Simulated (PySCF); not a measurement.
**trans-Sn(H2O)2Cl4: geometry, NMR shifts and electronic excitations**

What NMR shifts and electronic excitations should trans-Sn(H2O)2Cl4 (`[OH2]->[Sn](<-[OH2])([Cl])([Cl])([Cl])[Cl]`) show?

Programs: PySCF 2.14.0, with density-fitted response routines of our own. Each step states its level of theory. These are calculated values for one molecule in the gas phase, unless marked as measured. Atoms count from 0, in the outputs and in this text.

## 1. Starting geometry

11 atoms, charge 0, multiplicity 1; geometry from: GFN2-xTB. The atoms were then displaced at random by about 0.03 Å, so the start is not that level's minimum.

Bonds of the start (Å): Sn0–Cl7 2.41, Sn0–Cl8 2.49, Sn0–Cl9 2.50, Sn0–Cl10 2.36, O1–H2 0.99, O1–H3 1.06, O4–H5 0.94, O4–H6 0.97.

## 2. Relaxing the molecule at PBE0-D3(BJ)/def2-SVP

Job settings and geometry (Å):

```
{"job": {"xc": "PBE0", "basis": "def2-SVP", "d3": "d3bj", "grid": 1, "maxiter": 40, "shake": 0.03, "kind": "geom"}, "charge": 0, "multiplicity": 1}
Sn     0.056190    -0.073270     0.011600
O     -0.028890     0.102400     2.672360
H     -0.861730     0.424900     3.098880
H      0.845800     0.503260     3.118900
O      0.000050    -0.142090    -2.710790
H     -0.744450    -0.524630    -3.131560
H      0.839570    -0.410940    -3.123390
Cl     2.467470     0.033770    -0.034690
Cl    -2.435440     0.010240     0.036160
Cl    -0.021680     2.419770     0.109060
Cl    -0.018830    -2.428910    -0.015630
```

Command:

```console
$ OMP_NUM_THREADS=1 python probes_run.py task.json out
```

The driver reads the jobs from task.json and runs them one after another.

Log:

```text
step   0  E = -2206.65471642  max force = 0.066530
step   1  E = -2206.67973459  max force = 0.014335
step   2  E = -2206.69031094  max force = 0.015532
step   3  E = -2206.68964654  max force = 0.039634
step   4  E = -2206.69339601  max force = 0.018747
step   5  E = -2206.69329904  max force = 0.012392
step   6  E = -2206.69538106  max force = 0.005278
step   7  E = -2206.69447955  max force = 0.015173
step   8  E = -2206.69597995  max force = 0.007365
step   9  E = -2206.69641467  max force = 0.001800
step  10  E = -2206.69672580  max force = 0.003220
step  11  E = -2206.69700306  max force = 0.002686
step  12  E = -2206.69715198  max force = 0.001540
step  13  E = -2206.69727755  max force = 0.001414
step  14  E = -2206.69754940  max force = 0.008808
step  15  E = -2206.69187842  max force = 0.023527
step  16  E = -2206.69704548  max force = 0.015319
step  17  E = -2206.69849629  max force = 0.008508
step  18  E = -2206.69927510  max force = 0.002952
step  19  E = -2206.69975434  max force = 0.001280
step  20  E = -2206.69978441  max force = 0.001167
step  21  E = -2206.69979183  max force = 0.001040
step  22  E = -2206.69981100  max force = 0.000948
step  23  E = -2206.69982637  max force = 0.000725
step  24  E = -2206.69983852  max force = 0.000193
optimisation converged
```

Wall time 4.3 min (1 thread of Intel Xeon 6975P-C, shared host); peak memory 0.63 GiB.

Step by step: (the energy doesn't fall at every step)

```csv
step,energy from step 0 (eV),largest force component (eV/Å)
0,0.0000,3.4211
1,-0.6808,0.7371
2,-0.9686,0.7987
3,-0.9505,2.0381
4,-1.0525,0.9640
5,-1.0499,0.6372
6,-1.1065,0.2714
7,-1.0820,0.7802
8,-1.1228,0.3787
9,-1.1347,0.0926
10,-1.1431,0.1656
11,-1.1507,0.1381
12,-1.1547,0.0792
13,-1.1581,0.0727
14,-1.1655,0.4529
15,-1.0112,1.2098
16,-1.1518,0.7877
17,-1.1913,0.4375
18,-1.2125,0.1518
19,-1.2255,0.0658
20,-1.2264,0.0600
21,-1.2266,0.0535
22,-1.2271,0.0487
23,-1.2275,0.0373
24,-1.2278,0.0099
```

Distances of close pairs at the start and the end, largest changes first:

```csv
bond,before (Å),after (Å),change (Å)
Sn0–O4,2.724,2.278,-0.446
Sn0–O1,2.668,2.278,-0.390
Sn0–Cl9,2.496,2.386,-0.110
Sn0–Cl8,2.493,2.385,-0.108
O1–H3,1.061,0.973,-0.087
O4–H5,0.937,0.974,+0.037
Sn0–Cl10,2.357,2.388,+0.031
Sn0–Cl7,2.414,2.385,-0.030
```

The final coordinates are the input of the step that follows.

```csv
at the end point,value
point group (found at 0.08 Å tolerance),C2h
"rotational constants (GHz, main isotopes)","0.867, 0.858, 0.624"
dipole moment (D),0.08
```

## 3. Shielding tensors: PBE0/def2-TZVP+pcSseg-1

Job settings and geometry (Å):

```
{"job": {"kind": "nmr", "xc": "PBE0", "basis": {"default": "pcSseg-1", "Sn": "def2-TZVP"}}, "charge": 0, "multiplicity": 1}
Sn     0.004123    -0.007658    -0.002082
O      0.090453    -0.035459     2.273624
H     -0.852158    -0.058896     2.515214
H      0.386109     0.868494     2.480543
O     -0.079623     0.012970    -2.278508
H     -0.335800    -0.907264    -2.468296
H      0.858971     0.074163    -2.527075
Cl     2.353763    -0.283256    -0.300799
Cl    -2.344008     0.265047     0.316831
Cl     0.317827     2.345073     0.242473
Cl    -0.313331    -2.359455    -0.268425
```

Level: GIAO PBE0/pcSseg-1 Sn:def2-TZVP NMR shielding, scalar relativity only through core potentials, gas phase.

Log:

```text
coarse grid: 53544 points
cycle   1  E = -2205.6309968758  dE = -3.479e+01  |g| = 2.918e+00  |ddm| = 3.109e+01
cycle   2  E = -2204.3800776448  dE =  1.251e+00  |g| = 4.101e+00  |ddm| = 8.226e+00
cycle   3  E = -2207.2956795251  dE = -2.916e+00  |g| = 2.072e-01  |ddm| = 4.220e+00
cycle   4  E = -2207.3002816660  dE = -4.602e-03  |g| = 1.711e-01  |ddm| = 3.619e-01
cycle   5  E = -2207.3052988267  dE = -5.017e-03  |g| = 2.807e-02  |ddm| = 1.170e-01
cycle   6  E = -2207.3054236566  dE = -1.248e-04  |g| = 4.101e-03  |ddm| = 2.129e-02
cycle   7  E = -2207.3054263342  dE = -2.678e-06  |g| = 1.213e-03  |ddm| = 5.693e-03
final grid: 104936 points
cycle   8  E = -2207.3054146763  dE =  1.232e-07  |g| = 1.501e-03  |ddm| = 3.805e-03
cycle   9  E = -2207.3054141669  dE =  5.094e-07  |g| = 2.091e-03  |ddm| = 4.901e-03
cycle  10  E = -2207.3054151838  dE = -1.017e-06  |g| = 1.399e-04  |ddm| = 2.918e-03
cycle  11  E = -2207.3054151877  dE = -3.892e-09  |g| = 2.675e-05  |ddm| = 1.354e-04
cycle  12  E = -2207.3054151878  dE = -1.128e-10  |g| = 5.005e-06  |ddm| = 1.850e-05
converged SCF energy = -2207.3054151878

GIAO shielding tensors (ppm)
atom      isotropic    diamagn.    paramagn.     s11        s22        s33       span
  0 Sn         nan         nan         nan        nan        nan        nan        nan
  1 O      218.851     387.245    -168.394    174.465    193.643    288.444    113.979
  2 H       27.453      29.051      -1.597     19.768     25.824     36.767     17.000
  3 H       27.440      29.039      -1.599     19.839     25.753     36.728     16.889
  4 O      218.068     387.234    -169.166    172.735    193.270    288.200    115.465
  5 H       27.410      29.068      -1.658     19.638     26.052     36.540     16.902
  6 H       27.455      29.027      -1.573     19.926     25.618     36.820     16.894
  7 Cl     602.373    1148.926    -546.552    211.786    588.476   1006.858    795.073
  8 Cl     601.421    1148.918    -547.497    210.204    587.439   1006.619    796.415
  9 Cl     602.403    1148.950    -546.547    212.613    587.917   1006.678    794.065
 10 Cl     601.463    1148.914    -547.451    213.086    584.802   1006.500    793.414
```

It took 36 s on 1 thread of Intel Xeon 6975P-C, shared host; peak memory 1.2 GiB.

Shifts follow as δ = σ(reference) − σ, with reference shieldings (ppm) from runs at the same level and on the same kind of geometry: 1H TMS 31.27, 17O H2O 334.6, 35Cl HCl 943. The references are single molecules in the gas phase, so shifts against H2O, NH3, PH3, H3PO4 or CFCl3 are not on the usual liquid scales and can be off by tens of ppm. Atoms listed in one row are averaged.

```csv
atoms,environment,σ (ppm),δ (ppm)
"H2, H3, H5, H6",hydrogen on an oxygen bonded to Sn,27.44,3.83
"O1, O4","oxygen bonded to Sn, 2 H",218.5,116.1
"Cl7, Cl8, Cl9, Cl10",chlorine bonded to Sn,602,341
```

Atoms past Kr carry core potentials, so their printed shieldings have no meaning and are left out of the table.

The run also stored atomic charges by several schemes (e):

```csv
atoms,Mulliken,ESP fit
Sn0,0.64,0.34
"O1, O4",-0.36,-0.45
"Cl7, Cl8, Cl9, Cl10",-0.27,-0.23
```

Mayer bond orders: Sn0–O1 0.36, Sn0–O4 0.36, Sn0–Cl7 0.99, Sn0–Cl8 0.99, Sn0–Cl9 0.99, Sn0–Cl10 0.98.

With diffuse functions Mulliken charges and Mayer bond orders lose their meaning; the other schemes are steadier.

The fields below are evaluated on a grid from the run's orbitals.

Frontier orbitals at PBE0/def2-TZVP+pcSseg-1, with the share of their density that lies nearest to each atom:

```csv
orbital,energy (eV),lies on
HOMO,-8.29,4 Cl atoms about 25 % each
LUMO,-2.91,Sn0 36 %; 4 Cl atoms about 13 % each
```

ELF in a plane through or near 5 of the atoms.

Values, 10 rows by 14 columns:
```
0.00 0.00 0.00 0.00 0.00 0.00 0.00 0.00 0.00 0.00 0.00 0.00 0.00 0.00
0.00 0.00 0.00 0.00 0.00 0.01 0.01 0.00 0.01 0.00 0.00 0.00 0.00 0.00
0.00 0.00 0.00 0.00 0.05 0.17 0.07 0.04 0.11 0.12 0.00 0.00 0.00 0.00
0.00 0.00 0.02 0.58 0.09 0.10 0.18 0.14 0.19 0.03 0.41 0.38 0.00 0.00
0.00 0.00 0.15 0.96 0.77 0.14 0.23 0.50 0.14 0.44 0.97 0.76 0.01 0.00
0.00 0.00 0.05 0.68 0.76 0.29 0.59 0.45 0.19 0.71 0.76 0.30 0.01 0.00
0.00 0.00 0.13 0.92 0.56 0.07 0.18 0.17 0.17 0.16 0.94 0.82 0.00 0.00
0.00 0.00 0.00 0.01 0.02 0.22 0.13 0.07 0.21 0.07 0.01 0.00 0.00 0.00
0.00 0.00 0.00 0.00 0.02 0.07 0.03 0.01 0.06 0.05 0.00 0.00 0.00 0.00
0.00 0.00 0.00 0.00 0.00 0.00 0.00 0.00 0.00 0.00 0.00 0.00 0.00 0.00
```
The map spans 10.3 Å across and 8.6 Å up, centred on the molecule. Atoms in the plane (x, y in Å): Sn0 (0.0, 0.0), H2 (2.5, -0.8), H3 (2.5, 0.8), H5 (-2.5, -0.8), H6 (-2.5, 0.8).

On the surface of density 0.002 e/bohr³ the electrostatic potential runs, from the 1st to the 99th percentile, from -0.89 V near Cl7 to 3.11 V near H6.

## 4. Ultraviolet spectrum: PBE0/def2-SVPD

Settings changed since step 3:

```diff
@@ -1,2 +1,2 @@
-{"job": {"kind": "nmr", "xc": "PBE0", "basis": {"default": "pcSseg-1", "Sn": "def2-TZVP"}}, "charge": 0, "multiplicity": 1}
+{"job": {"kind": "uv", "xc": "PBE0", "basis": "def2-SVPD", "ip": true, "nstates": 10}, "charge": 0, "multiplicity": 1}
 Sn     0.004123    -0.007658    -0.002082
```

Method: TDDFT PBE0/def2-SVPD, vertical, gas phase, core orbitals frozen in the response.

Log:

```text
coarse grid: 53544 points
cycle   1  E = -2204.3943555904  dE = -2.068e+01  |g| = 3.227e+00  |ddm| = 1.500e+01
cycle   2  E = -2157.8577211955  dE =  4.654e+01  |g| = 1.191e+01  |ddm| = 4.342e+02
cycle   3  E = -2206.5783422039  dE = -4.872e+01  |g| = 7.997e-01  |ddm| = 4.360e+02
cycle   4  E = -2206.6143991972  dE = -3.606e-02  |g| = 7.493e-01  |ddm| = 2.575e+00
cycle   5  E = -2206.7275219482  dE = -1.131e-01  |g| = 1.472e-01  |ddm| = 1.018e+00
cycle   6  E = -2206.7316713195  dE = -4.149e-03  |g| = 2.294e-02  |ddm| = 1.965e-01
cycle   7  E = -2206.7317958877  dE = -1.246e-04  |g| = 3.058e-03  |ddm| = 4.830e-02
cycle   8  E = -2206.7317979610  dE = -2.073e-06  |g| = 9.814e-04  |ddm| = 7.536e-03
final grid: 104936 points
cycle   9  E = -2206.7317892375  dE = -1.530e-07  |g| = 7.916e-04  |ddm| = 5.582e-03
cycle  10  E = -2206.7317892852  dE = -4.763e-08  |g| = 6.784e-04  |ddm| = 2.795e-03
cycle  11  E = -2206.7317894043  dE = -1.192e-07  |g| = 1.098e-04  |ddm| = 1.207e-03
cycle  12  E = -2206.7317894068  dE = -2.413e-09  |g| = 5.060e-06  |ddm| = 1.297e-04
cycle  13  E = -2206.7317894067  dE =  6.366e-12  |g| = 3.770e-06  |ddm| = 1.745e-05
converged SCF energy = -2206.7317894067

Static polarisability (au): isotropic 110.771, principal 94.936 118.645 118.733

Singlet excitations
state   eV       nm        f      main configurations
  1   3.9436    314.4   0.00000   H->L 0.99
  2   4.6096    269.0   0.03634   H-1->L 0.98
  3   4.6196    268.4   0.03621   H-2->L 0.98
  4   4.7165    262.9   0.00054   H-3->L 0.99
  5   4.8491    255.7   0.00002   H-5->L 0.99
  6   4.9201    252.0   0.00001   H-6->L 0.98
  7   5.2534    236.0   0.02715   H-7->L 0.99
  8   5.5097    225.0   0.00000   H-8->L 0.99
  9   5.5228    224.5   0.00001   H-4->L 0.94
 10   6.6829    185.5   0.00023   H->L+2 0.72, H->L+1 0.25

Triplet excitations (Tamm-Dancoff, eV): 3.6587 4.2138 4.2262 4.3107
Vertical ionisation energy (delta-SCF) = 10.1089 eV
Vertical electron affinity (delta-SCF) = 1.4914 eV
```

Run time: 3.5 min. Hardware: 1 thread of Intel Xeon 6975P-C, shared host; peak memory 1.1 GiB.

The orbitals next to the gap, with their largest atomic shares:

```csv
orbital,eV,atoms
HOMO−3,-9.13,"Cl9 25 %, Cl7 25 %, Cl8 23 %"
HOMO−2,-8.94,"Cl10 27 %, Cl9 27 %, Cl8 23 %"
HOMO−1,-8.93,"Cl8 27 %, Cl7 27 %, Cl10 23 %"
HOMO,-8.34,"Cl9 25 %, Cl7 25 %, Cl8 25 %"
LUMO,-3.10,"Sn0 26 %, Cl8 16 %, Cl7 15 %"
LUMO+1,-0.67,"Sn0 24 %, O1 14 %, O4 12 %"
LUMO+2,-0.56,"Sn0 17 %, O4 15 %, O1 13 %"
```

With each of the 10 states as a Gaussian band of 0.4 eV half-width at 1/e, the curve within the window shown has maxima at 268 nm (ε 3,100) L/(mol cm). Beyond the last state computed it falls off for lack of states. The curve at chosen wavelengths:

```json
{"nm": "178", "ε (L/mol/cm)": "5"}
{"nm": "186", "ε (L/mol/cm)": "9"}
{"nm": "193", "ε (L/mol/cm)": "7"}
{"nm": "201", "ε (L/mol/cm)": "7"}
{"nm": "209", "ε (L/mol/cm)": "56"}
{"nm": "217", "ε (L/mol/cm)": "275"}
{"nm": "224", "ε (L/mol/cm)": "657"}
{"nm": "232", "ε (L/mol/cm)": "1130"}
{"nm": "240", "ε (L/mol/cm)": "1476"}
{"nm": "247", "ε (L/mol/cm)": "1821"}
{"nm": "255", "ε (L/mol/cm)": "2410"}
{"nm": "263", "ε (L/mol/cm)": "2943"}
{"nm": "271", "ε (L/mol/cm)": "3005"}
{"nm": "278", "ε (L/mol/cm)": "2602"}
{"nm": "286", "ε (L/mol/cm)": "1861"}
{"nm": "294", "ε (L/mol/cm)": "1136"}
{"nm": "302", "ε (L/mol/cm)": "607"}
{"nm": "309", "ε (L/mol/cm)": "319"}
{"nm": "317", "ε (L/mol/cm)": "140"}
{"nm": "325", "ε (L/mol/cm)": "57"}
{"nm": "332", "ε (L/mol/cm)": "25"}
{"nm": "340", "ε (L/mol/cm)": "9"}
{"nm": "348", "ε (L/mol/cm)": "3"}
{"nm": "356", "ε (L/mol/cm)": "1"}
{"nm": "363", "ε (L/mol/cm)": "0"}
{"nm": "371", "ε (L/mol/cm)": "0"}
```

Leading natural transition orbitals of singlet state 2: the hole lies on Cl7, Cl8 about 28 % each; Cl9, Cl10 about 21 % each; the particle on Sn0 35 %; 4 Cl atoms about 14 % each.

Leading natural transition orbitals of singlet state 1: the hole lies on 4 Cl atoms about 25 % each; the particle on Sn0 35 %; 4 Cl atoms about 14 % each.

Further results of this job:

```csv
property,computed
dipole moment (D),0.07
polarisability (Å³),16.41
HOMO–LUMO gap (eV),5.25
−ε(HOMO) (eV),8.34
```

## 5. Nuclear shieldings: KT2/def2-TZVP+pcSseg-1

Settings changed since step 4:

```diff
@@ -1,2 +1,2 @@
-{"job": {"kind": "uv", "xc": "PBE0", "basis": "def2-SVPD", "ip": true, "nstates": 10}, "charge": 0, "multiplicity": 1}
+{"job": {"kind": "nmr", "xc": "KT2", "basis": {"default": "pcSseg-1", "Sn": "def2-TZVP"}, "pop": false}, "charge": 0, "multiplicity": 1}
 Sn     0.004123    -0.007658    -0.002082
```

With the program's defaults for keys left out, this is: GIAO KT2/pcSseg-1 Sn:def2-TZVP NMR shielding, scalar relativity only through core potentials, gas phase.

Log:

```text
coarse grid: 53544 points
cycle   1  E = -2222.5103218579  dE = -3.372e+01  |g| = 3.470e+00  |ddm| = 3.032e+01
cycle   2  E = -2171.9521895418  dE =  5.056e+01  |g| = 9.618e+00  |ddm| = 2.572e+01
cycle   3  E = -2223.9336296369  dE = -5.198e+01  |g| = 2.236e+00  |ddm| = 2.485e+01
cycle   4  E = -2224.2769791413  dE = -3.433e-01  |g| = 1.983e+00  |ddm| = 3.036e+00
cycle   5  E = -2224.9810496097  dE = -7.041e-01  |g| = 4.155e-01  |ddm| = 1.246e+00
cycle   6  E = -2225.0207896712  dE = -3.974e-02  |g| = 1.913e-01  |ddm| = 6.828e-01
cycle   7  E = -2225.0264601540  dE = -5.670e-03  |g| = 6.584e-02  |ddm| = 2.241e-01
cycle   8  E = -2225.0274742032  dE = -1.014e-03  |g| = 1.392e-02  |ddm| = 8.074e-02
cycle   9  E = -2225.0275023992  dE = -2.820e-05  |g| = 7.258e-03  |ddm| = 2.333e-02
cycle  10  E = -2225.0275129382  dE = -1.054e-05  |g| = 3.056e-03  |ddm| = 1.176e-02
cycle  11  E = -2225.0275154923  dE = -2.554e-06  |g| = 5.194e-04  |ddm| = 4.634e-03
final grid: 104936 points
cycle  12  E = -2225.0274300026  dE =  1.984e-08  |g| = 8.726e-04  |ddm| = 2.224e-03
cycle  13  E = -2225.0274293802  dE =  6.224e-07  |g| = 1.767e-03  |ddm| = 3.262e-03
cycle  14  E = -2225.0274301914  dE = -8.112e-07  |g| = 1.003e-04  |ddm| = 2.271e-03
cycle  15  E = -2225.0274301936  dE = -2.160e-09  |g| = 1.987e-05  |ddm| = 1.419e-04
cycle  16  E = -2225.0274301937  dE = -9.004e-11  |g| = 6.796e-06  |ddm| = 3.568e-05
converged SCF energy = -2225.0274301937

GIAO shielding tensors (ppm)
atom      isotropic    diamagn.    paramagn.     s11        s22        s33       span
  0 Sn         nan         nan         nan        nan        nan        nan        nan
  1 O      203.579     386.308    -182.730    159.224    168.671    282.842    123.618
  2 H       27.481      29.235      -1.754     20.414     25.980     36.049     15.636
  3 H       27.467      29.221      -1.755     20.486     25.901     36.013     15.528
  4 O      202.722     386.297    -183.576    156.697    168.906    282.563    125.866
  5 H       27.442      29.258      -1.816     20.297     26.210     35.819     15.522
  6 H       27.475      29.208      -1.733     20.562     25.761     36.102     15.539
  7 Cl     526.960    1151.308    -624.348     77.373    514.901    988.606    911.234
  8 Cl     526.204    1151.297    -625.093     75.854    514.513    988.246    912.391
  9 Cl     527.147    1151.328    -624.181     78.393    514.637    988.412    910.018
 10 Cl     526.551    1151.285    -624.734     79.209    512.289    988.157    908.948
```

Run time: 32 s. Hardware: 1 thread of Intel Xeon 6975P-C, shared host; peak memory 1.1 GiB.

Key values: δ O1 127.5, Cl7 416, H2 3.71 ppm (means over like atoms).

## 6. Comparing the runs: NMR shifts

Shifts (ppm), means over like atoms, with basis size and wall time:

```csv
run,H2,O1,Cl7,functions,time
PBE0/def2-TZVP+pcSseg-1,3.83,116.1,341,200,36 s
KT2/def2-TZVP+pcSseg-1,3.71,127.5,416,200,32 s
```

## 7. Results

```
                                                                          quantity                        value
                                                                       point group                          C2h
                                              rotational constants (main isotopes)         0.87, 0.86, 0.62 GHz
  1H shifts against TMS (PBE0/def2-TZVP+pcSseg-1, means over atoms taken as alike)                     3.83 ppm
 17O shifts against H2O (PBE0/def2-TZVP+pcSseg-1, means over atoms taken as alike)                    116.1 ppm
35Cl shifts against HCl (PBE0/def2-TZVP+pcSseg-1, means over atoms taken as alike)                      341 ppm
                                             surface potential, 1st and 99th percentile           -0.89 V and 3.11 V
                                                   lowest singlet (PBE0/def2-SVPD)  3.94 eV (314 nm), f = 0.000
                                          brightest single state of those computed  state 2, 4.61 eV, f = 0.036
                                                                    lowest triplet                      3.66 eV
                                                 vertical ionisation energy (ΔSCF)                     10.11 eV
                                                 vertical electron affinity (ΔSCF)                      1.49 eV
                                                         range of the shift of Cl7               341 to 416 ppm
```

In words: The start was shaken at random, so part of the energy gained undoes that. Relaxing lowered the energy by 1.228 eV in 24 steps; the close pair that moved most is Sn0–O4, from 2.724 to 2.278 Å. No frequency check was run at this level, so the end point may be a saddle. At PBE0/def2-TZVP+pcSseg-1: The widest tensor belongs to Cl7, Cl8, Cl9, Cl10: span 795 ppm, with a paramagnetic part of -547 ppm. By nearest atom (PBE0/def2-TZVP+pcSseg-1), the HOMO sits on 4 Cl atoms about 25 % each and the LUMO on Sn0 36 %; 4 Cl atoms about 13 % each. The first singlet state (HOMO→LUMO 0.99) lies at 3.94 eV and is dark; of the 10 states computed, the strongest absorption comes from states 2 to 3 together at 4.61 eV. The lowest triplet lies 0.28 eV below the lowest singlet (triplets in Tamm-Dancoff, singlets in full TDDFT). Spin-orbit coupling, left out, mixes singlets and triplets in elements this heavy. ΔSCF puts the ionisation energy at 10.11 eV, 1.76 eV above −ε(HOMO). In ppm, Cl7 (with its like atoms) moves most: its shift spreads over 75 ppm, from 341 (PBE0/def2-TZVP+pcSseg-1) to 416 (KT2/def2-TZVP+pcSseg-1). Spin-orbit coupling is left out, which matters for shieldings and couplings at and beside the heavy atoms.
